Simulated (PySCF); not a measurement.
# 4-(trifluoromethyl)pyridine: spin-spin couplings

Wanted: the spin-spin couplings of 4-(trifluoromethyl)pyridine (`FC(F)(F)c1ccncc1`), by calculation.

Computed with PySCF 2.14.0, with density-fitted response routines of our own, on a single molecule in the gas phase. Atoms count from 0, in the outputs and in this text.

### Step 1. The starting structure

14 atoms, charge 0, multiplicity 1; geometry from: GFN2-xTB.

Bonds of the start (Å): F0–C1 1.35, C1–F2 1.34, C1–F3 1.34, C1–C4 1.51, C4–C5 1.39, C5–C6 1.39, C6–N7 1.32, N7–C8 1.32, C8–C9 1.39, C9–C4 1.39, C5–H10 1.08, C6–H11 1.08, C8–H12 1.08, C9–H13 1.08.

### Step 2. Indirect couplings: B3LYP/pcJ-1

The job: settings as JSON, then the geometry in Å.

```
{"job": {"kind": "j", "xc": "B3LYP", "basis": "pcJ-1"}, "charge": 0, "multiplicity": 1}
F      2.548671     0.095776     1.049525
C      1.962637    -0.057801    -0.153124
F      2.414067    -1.219454    -0.646839
F      2.453555     0.911922    -0.937897
C      0.461157    -0.016096    -0.050837
C     -0.210717     1.194759    -0.151465
C     -1.593511     1.172251    -0.031722
N     -2.285850     0.067840     0.175318
C     -1.636938    -1.076968     0.276446
C     -0.256674    -1.183409     0.172895
H      0.323739     2.115472    -0.322758
H     -2.171955     2.082675    -0.106283
H     -2.249784    -1.951118     0.448038
H      0.240924    -2.136323     0.256538
```

Method: B3LYP/pcJ-1 indirect spin-spin coupling, non-relativistic, gas phase.

Output:

```text
coarse grid: 13320 points
cycle   1  E = -585.0945746153  dE =  1.828e+00  |g| = 9.691e-01  |ddm| = 3.719e+00
cycle   2  E = -584.8669094801  dE =  2.277e-01  |g| = 1.576e+00  |ddm| = 1.538e+00
cycle   3  E = -585.2481948616  dE = -3.813e-01  |g| = 1.301e-01  |ddm| = 9.764e-01
cycle   4  E = -585.2495046728  dE = -1.310e-03  |g| = 1.072e-01  |ddm| = 1.901e-01
cycle   5  E = -585.2524128317  dE = -2.908e-03  |g| = 1.898e-02  |ddm| = 1.111e-01
cycle   6  E = -585.2524866111  dE = -7.378e-05  |g| = 5.730e-03  |ddm| = 2.164e-02
cycle   7  E = -585.2524926638  dE = -6.053e-06  |g| = 1.337e-03  |ddm| = 4.434e-03
final grid: 134544 points
cycle   8  E = -585.3370800784  dE = -2.187e-04  |g| = 7.498e-03  |ddm| = 3.101e-02
cycle   9  E = -585.3370708576  dE =  9.221e-06  |g| = 1.051e-02  |ddm| = 1.289e-02
cycle  10  E = -585.3370894321  dE = -1.857e-05  |g| = 9.443e-04  |ddm| = 7.444e-03
cycle  11  E = -585.3370895109  dE = -7.880e-08  |g| = 6.939e-04  |ddm| = 1.194e-03
cycle  12  E = -585.3370896114  dE = -1.005e-07  |g| = 1.703e-04  |ddm| = 6.367e-04
cycle  13  E = -585.3370896176  dE = -6.154e-09  |g| = 4.080e-05  |ddm| = 1.828e-04
cycle  14  E = -585.3370896180  dE = -3.852e-10  |g| = 1.163e-05  |ddm| = 4.261e-05
converged SCF energy = -585.3370896180

Indirect spin-spin couplings (Hz)
  i      j    bonds     total        FC       PSO       DSO        SD
  0 F    1 C    1   -340.822  -316.509   -35.322     1.444     9.566
  0 F    2 F    2     81.714    57.819   -28.846    -0.253    52.995
  0 F    3 F    2     82.567    58.809   -29.012    -0.252    53.023
  0 F    4 C    2     32.842    34.507    -2.995     0.204     1.127
  0 F    5 C    3      0.660     1.342     0.336    -0.020    -0.997
  0 F    6 C    4     -1.002    -1.300     0.139    -0.159     0.317
  0 F    7 N    5     -0.715    -0.929    -0.166     0.078     0.303
  0 F    8 C    4     -0.998    -1.295     0.140    -0.159     0.316
  0 F    9 C    3      0.679     1.359     0.338    -0.021    -0.998
  0 F   10 H    4     -1.046    -1.343     0.630    -0.033    -0.300
  0 F   11 H    5      0.905     0.759     0.926    -0.821     0.042
  0 F   12 H    5      0.909     0.763     0.925    -0.821     0.041
  0 F   13 H    4     -1.046    -1.338     0.632    -0.037    -0.303
  1 C    2 F    1   -338.531  -312.319   -36.729     1.450     9.067
  1 C    3 F    1   -338.465  -312.266   -36.719     1.451     9.070
  1 C   10 H    3      5.038     5.007    -0.303     0.333         -
  1 C   11 H    4      1.625     1.619     0.195    -0.189         -
  1 C   12 H    4      1.628     1.622     0.195    -0.189         -
  1 C   13 H    3      5.021     4.991    -0.301     0.331         -
  2 F    3 F    2     71.170    47.267   -25.744    -0.258    49.906
  2 F    4 C    2     33.500    33.496    -1.671     0.175     1.499
  2 F    5 C    3      5.830     3.374     2.437    -0.265     0.284
  2 F    6 C    4      1.689     1.258     0.476    -0.234     0.189
  2 F    8 C    4     -0.318    -0.328     0.108    -0.133     0.034
  2 F    9 C    3      2.484     3.728    -1.372     0.206    -0.078
  2 F   10 H    4     -1.010    -0.868     1.307    -1.275    -0.174
  2 F   11 H    5      1.158     1.124     1.135    -1.098    -0.003
  2 F   13 H    4      1.536     1.709    -1.631     1.580    -0.123
  3 F    4 C    2     33.454    33.454    -1.674     0.175     1.498
  3 F    5 C    3      2.554     3.808    -1.381     0.207    -0.079
  3 F    6 C    4     -0.299    -0.312     0.111    -0.133     0.035
  3 F    8 C    4      1.691     1.259     0.477    -0.234     0.188
  3 F    9 C    3      5.806     3.353     2.432    -0.265     0.286
  3 F   10 H    4      1.599     1.774    -1.638     1.586    -0.124
  3 F   12 H    5      1.149     1.115     1.135    -1.098    -0.004
  3 F   13 H    4     -1.001    -0.860     1.307    -1.274    -0.174
  4 C   10 H    2     -0.337     0.914    -1.161    -0.090         -
  4 C   11 H    3      7.171     7.273     0.301    -0.403         -
  4 C   12 H    3      7.174     7.276     0.301    -0.403         -
  4 C   13 H    2     -0.323     0.926    -1.159    -0.090         -
  5 C   10 H    1    173.516   172.657    -0.205     1.064         -
  5 C   11 H    2     10.932    11.988    -0.774    -0.282         -
  5 C   12 H    4     -1.815    -1.825     0.454    -0.444         -
  5 C   13 H    3      5.171     5.281     0.346    -0.455         -
  6 C   10 H    2      3.067     4.334    -1.034    -0.233         -
  6 C   11 H    1    187.394   186.727    -0.317     0.984         -
  6 C   12 H    3     11.917    12.137     0.398    -0.618         -
  6 C   13 H    4     -0.707    -0.789     0.513    -0.431         -
  7 N   10 H    3     -1.314    -1.334    -0.189     0.209         -
  7 N   11 H    2    -11.927   -13.196     1.146     0.122         -
  7 N   12 H    2    -11.927   -13.195     1.146     0.122         -
  7 N   13 H    3     -1.315    -1.335    -0.189     0.209         -
  8 C   10 H    4     -0.706    -0.788     0.513    -0.431         -
  8 C   11 H    3     11.915    12.135     0.398    -0.618         -
  8 C   12 H    1    187.425   186.758    -0.317     0.984         -
  8 C   13 H    2      3.052     4.319    -1.035    -0.233         -
  9 C   10 H    3      5.167     5.276     0.346    -0.455         -
  9 C   11 H    4     -1.815    -1.825     0.454    -0.445         -
  9 C   12 H    2     10.948    12.003    -0.773    -0.282         -
  9 C   13 H    1    173.495   172.636    -0.204     1.063         -
 10 H   11 H    3      5.719     5.876     0.107    -0.264         -
 10 H   12 H    5      0.916     1.027     1.767    -1.878         -
 10 H   13 H    4      1.431     1.559     1.776    -1.905         -
 11 H   12 H    4     -0.960    -0.801     1.896    -2.055         -
 11 H   13 H    5      0.916     1.028     1.767    -1.879         -
 12 H   13 H    3      5.719     5.877     0.106    -0.264         -
```

It took 1.9 min on 1 thread, shared host.

Couplings of 1 Hz or more, nine at most for each number of bonds, with means over like pairs (isotopes 13C, 19F, 1H, 15N):

```
   pair  bonds  J (Hz)  Fermi contact (Hz)  dihedral (°)
  F0–C1      1  -339.3              -313.7             –
 C6–H11      1   187.4               186.7             –
 C5–H10      1   173.5               172.6             –
  F0–F2      2    78.5                54.6             –
  F0–C4      2    33.3                33.8             –
 N7–H11      2   -11.9               -13.2             –
 C5–H11      2    10.9                12.0             –
 C6–H10      2     3.1                 4.3             –
 C6–H12      3    11.9                12.1           180
 C4–H11      3     7.2                 7.3          -180
H10–H11      3     5.7                 5.9             0
 C5–H13      3     5.2                 5.3          -180
 C1–H10      3     5.0                 5.0             1
  F0–C5      3     3.0                 2.8             –
 N7–H10      3    -1.3                -1.3           180
 C5–H12      4    -1.8                -1.8             –
 C1–H11      4     1.6                 1.6             –
H10–H13      4     1.4                 1.6             –
```

The spin-dipole term was solved for some atoms only; pairs without it lack that part.

The response was solved for the nuclei of F, H alone, so couplings that need other nuclei can be missing.

Quadrupole couplings from the field gradients of the same density:

```
atom  isotope  eQq/h (MHz)     η
  N7      14N       -5.720  0.42
```

### Step 3. Results

| quantity | value |
| --- | --- |
| largest coupling of the table (B3LYP/pcJ-1) | 1J(F,C) F0–C1, -339.3 Hz |

**Reading.** In the run at B3LYP/pcJ-1, the largest coupling of the table is F0–C1 (mean over like pairs), -339.3 Hz, of which the Fermi-contact term gives -313.7 Hz. Density functionals describe couplings to fluorine poorly, F–F couplings above all, so those rows are rough.
